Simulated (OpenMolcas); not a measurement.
# Os⁶⁺ with 6 ligands (chloride): CASSCF and CASPT2 levels and susceptibility

Which state of Os⁶⁺ lies lowest among these ligands, how large is the field, and what χT follows?

The numbers are computed with OpenMolcas 26.06 (state-averaged CASSCF and CASPT2, spin-orbit coupling by RASSI with atomic mean-field integrals), except any that are marked as measured or tabulated.

## Step 1: The atom as given

| Quantity | Value |
| --- | --- |
| Species | Os⁶⁺ (osmium, Z = 76, 70 electrons) |
| Basis | ANO-RCC-VDZP [7s6p4d2f1g], 168 functions with the ligands |
| Scalar Hamiltonian | DKH2, point nucleus |
| Inactive shells | 1s 2s 2p 3s 3p 3d 4s 4p 4d 4f 5s 5p of the metal, and all ligand shells |
| Active space | 2 electrons in 5 orbitals (5d) |
| Some configurations of this space | 5d² |
| Orbitals | optimised for each spin and parity, averaged over all roots |

Outer shells as boxes (Hund's rule):

5d2
```
5d [↑ ][↑ ][  ][  ][  ]
```

Os⁶⁺ is taken with 6 ligands (chloride, fluoride on the axis) in tetragonal octahedron coordination (D4h) at 2.41 Å, the axial distance 1.935 Å. Ligand basis ANO-RCC-VDZP. The distances are assumed, not relaxed.

```xyz
7

Os    0.0000    0.0000    0.0000
Cl    2.4100    0.0000    0.0000
Cl    0.0000    2.4100    0.0000
Cl   -2.4100    0.0000    0.0000
Cl    0.0000   -2.4100    0.0000
F     0.0000    0.0000    1.9352
F     0.0000    0.0000   -1.9352
```

Each step is its own input file, run in one work folder so that later steps find the files of earlier ones. Labels, J, g values, rates, χT and fits are worked out afterwards by a script from the matrices that RASSI stores.

## Step 2: GATEWAY and SEWARD: basis and integrals

a.inp

```
&GATEWAY
Coord
7

Os 0.0 0.0 0.0
Cl 2.410000 0.000000 0.000000
Cl 0.000000 2.410000 0.000000
Cl -2.410000 0.000000 0.000000
Cl 0.000000 -2.410000 0.000000
F 0.000000 0.000000 1.935230
F 0.000000 0.000000 -1.935230
Basis=Os.ANO-RCC-VDZP,Cl.ANO-RCC-VDZP,F.ANO-RCC-VDZP
Group=XYZ
NoMove
AngMom=0.0 0.0 0.0
AMFI
RICD
&SEWARD
```

Command:

```
OMP_NUM_THREADS=1 MOLCAS_MEM=2457 MOLCAS_PROJECT=a pymolcas a.inp > a.log
```

## Step 3: Reference wave functions, triplets of even parity, 10 roots

a.inp

```
&RASSCF
FileOrb=start.orb
Symmetry=1
Spin=3
nActEl=2 0 0
Inactive=38 42
Ras2=5 0
CIRoot=10 10 1
SDav=10
CIMx=300
Iter=150 100
PrWF=0.3
OrbListing=Nothing
MaxOrb=0
LevShft=1.0
>>> COPY $Project.JobIph JOB001
```

start.orb holds start orbitals that the driver prepared beforehand, or those of the step before.

## Step 4: CASSCF: singlets of even parity, 15 roots

a.inp

```
&RASSCF
FileOrb=start.orb
Symmetry=1
Spin=1
nActEl=2 0 0
Inactive=38 42
Ras2=5 0
CIRoot=15 15 1
SDav=15
CIMx=300
Iter=150 100
PrWF=0.3
OrbListing=Nothing
MaxOrb=0
LevShft=1.0
>>> COPY $Project.JobIph JOB002
```

## Step 5: State interaction with spin-orbit coupling

a.inp

```
&RASSI
NrOfJobIphs=2 10 15
1 2 3 4 5 6 7 8 9 10
1 2 3 4 5 6 7 8 9 10 11 12 13 14 15
IphNames
JOB001
JOB002
EJob
SpinOrbit
DIPRint=1.0
SOCoupling=1000.0
Subsets=2
Property=9
'ANGMOM' 1 'ANGMOM' 2 'ANGMOM' 3 'MLTPL  1' 1 'MLTPL  1' 2 'MLTPL  1' 3
'AMFI' 1 'AMFI' 2 'AMFI' 3
SOProperty=3
'ANGMOM' 1 'ANGMOM' 2 'ANGMOM' 3
```

## Step 6: CASPT2: IPEA 0.25, imaginary shift 0.1 (closed shells correlated: 5s 5p of the metal, with ligand shells; the Frozen line counts the rest)

a.inp

```
>>> COPY JOB001 $Project.JobIph
&CASPT2
Multistate=10 1 2 3 4 5 6 7 8 9 10
NoMult
Frozen=25 27
IPEA=0.25
Imaginary=0.1
MaxIter=60
WThr=0.0 0.3 0.05
PrWF=0.5
NoMix
>>> COPY JOB002 $Project.JobIph
&CASPT2
Multistate=15 1 2 3 4 5 6 7 8 9 10 11 12 13 14 15
NoMult
Frozen=25 27
IPEA=0.25
Imaginary=0.1
MaxIter=60
WThr=0.0 0.3 0.05
PrWF=0.5
NoMix
```

(Steps that only read results are left out.)

What does the calculation give? Wanted: spin-free ground state; first state of the same spin within the active space; lowest level; next level.

The runs gave:

```
                                            quantity                                                                                                                                          value
                                              method  SS-CASPT2, IPEA 0.25, imaginary shift 0.1 (closed shells correlated: 5s 5p of the metal, with ligand shells; the Frozen line counts the rest)
                              spin-free ground state                                                                                                            triplet, 1-fold in its orbital part
first state of the same spin within the active space                                                                                                                                3E at 1530 cm⁻¹
                                        lowest level                                                                                                                                         1-fold
                                          next level                                                                                                                                     366.4 cm⁻¹
                                         χT at 300 K                                                                                                                                 0.14 cm³ K/mol
                           effective moment at 300 K                                                                                                                                        1.07 μB
```

Cost by method:

```csv
method,time of its own steps,time with the reference
A. CASSCF,56 s,56 s
"B. SS-CASPT2, IPEA 0.25, imaginary shift 0.1, +5s 5p",1.7 min,2.7 min
```

Times are of one thread on a shared host.

**Reading.** The spin-free ground state (triplet) is 1-fold and keeps the highest spin of the shell. χT at 300 K is 0.14, against 1.00 cm³ K/mol for the spin alone, so spin-orbit coupling lowers it. The bonds are covalent and no ligand orbital is active, so the numbers are rough.
